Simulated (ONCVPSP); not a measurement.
# An ONCV potential for niobium, from input to tests

Do these settings give a usable potential? It is generated, then checked for transferability, scattering, ghosts and hardness.

The numbers are computed with ONCVPSP 4.0.1 (PBE, scalar-relativistic, spin-unpolarised reference atom).

## (1) The design

The settings as typed:

```
element                 : niobium (Nb, Z = 41)
type                    : optimised norm-conserving Vanderbilt (ONCV)
frozen core             : [Ar] 3d10
valence charge          : 13
reference configuration : 4s2 4p6 4d3 5s2
partial waves           : 4s+5s: rc 1.50 bohr, ncon 4, nbas 9, qcut 6.6 1/bohr, 2 projectors; 4p: rc 1.40 bohr, ncon 4, nbas 8, qcut 6.4 1/bohr, 2 projectors, debl 1.3 Ha; 4d: rc 1.85 bohr, ncon 3, nbas 7, qcut 5.8 1/bohr, 2 projectors, debl 1.1 Ha
local potential         : polynomial inside 1.35 bohr (lpopt 2, dvloc0 0 Ha)
core correction         : Teter function, fcfact 2, rcfact 1.05
```

The nodes and maxima of the atom's own shells, from an earlier all-electron run, set the scale for the radii.

All-electron outer shells of the reference configuration (PBE, scalar-relativistic, ld1.x):

| shell | level (eV) | outermost node (bohr) | outermost maximum (bohr) |
| --- | --- | --- | --- |
| 3d | -198.92 | – | 0.33 |
| 4s | -60.83 | 0.53 | 1.04 |
| 4p | -36.82 | 0.54 | 1.12 |
| 5s | -4.68 | 1.40 | 3.00 |
| 4d | -4.64 | 0.55 | 1.45 |
| 5p | -1.46 | 1.61 | 3.95 |

## (2) Generating the potential

Contents of Nb.dat:

```
# ATOM AND REFERENCE CONFIGURATION
# atsym  z   nc   nv     iexc    psfile
  Nb 41.00    6    4        4      upf
#
#   n    l    f
    1    0    2.00
    2    0    2.00
    2    1    6.00
    3    0    2.00
    3    1    6.00
    3    2   10.00
    4    0    2.00
    4    1    6.00
    4    2    3.00
    5    0    2.00
#
# PSEUDOPOTENTIAL AND OPTIMIZATION
# lmax
    2
#
#   l,   rc,      ep,       ncon, nbas, qcut
    0    1.50    0.00    4    9    6.60
    1    1.40    0.00    4    8    6.40
    2    1.85    0.00    3    7    5.80
#
# LOCAL POTENTIAL
# lloc, lpopt,  rc(5),   dvloc0
    4    2    1.35    0.00
#
# VANDERBILT-KLEINMAN-BYLANDER PROJECTORs
# l, nproj, debl
    0    2    1.10
    1    2    1.30
    2    2    1.10
#
# MODEL CORE CHARGE
# icmod, fcfact, rcfact
    3    2.00    1.05
#
# LOG DERIVATIVE ANALYSIS
# epsh1, epsh2, depsh
   -4.00    5.00    0.02
#
# OUTPUT GRID
# rlmax, drl
    6.00    0.01
#
# TEST CONFIGURATIONS
# ncnf
    4
# nvcnf
#   n    l    f
    4
    4    0    2.00
    4    1    6.00
    4    2    4.00
    5    0    1.00
#
    4
    4    0    2.00
    4    1    6.00
    4    2    4.00
    5    0    0.00
#
    4
    4    0    2.00
    4    1    6.00
    4    2    3.00
    5    0    0.00
#
    4
    4    0    2.00
    4    1    6.00
    4    2    3.00
    5    0    1.00
#
```

Command:

```sh
oncvpsp.x < Nb.dat > Nb.out
```

Before running it: what results should come out? Wanted: cutoffs for 1 and 0.1 mHa per electron, occupied waves; bound ghosts; GHOST(+) flags; largest test error; largest phase difference near zero energy, channels read; rms error of d²Exc/dn², without and with the model core; projector energies reset by the program.

The runs gave:

| quantity | value |
| --- | --- |
| cutoffs for 1 and 0.1 mHa per electron, occupied waves | 22 Ha and 94 Ha |
| bound ghosts | none found |
| GHOST(+) flags | none at low energy |
| largest test error (AE − PS) | -5.0 meV, for 4s2 4p6 4d3 5s0 |
| largest phase difference near zero energy, channels read | 0.000 rad |
| rms error of d²Exc/dn², without and with the model core | 1.89 and 1.13 mHa |
| projector energies reset by the program | p: -1.353, 0.250 Ha |

What this shows: By total energies transferability is good: the largest error is 5.0 meV on 21.2 eV, for 4s2 4p6 4d3 5s0. By its cutoff, 22 Ha for the looser tolerance, it is of middling hardness. The tighter tolerance needs 94 Ha, and converged work needs a cutoff nearer that. At the looser tolerance the 4p wave is the slowest; 4s needs 19 Ha. It is free of bound ghosts as far as tested. Near zero energy the phases of the channels with partial waves agree within 0.001 rad. All of this concerns the isolated atom, not yet a solid.
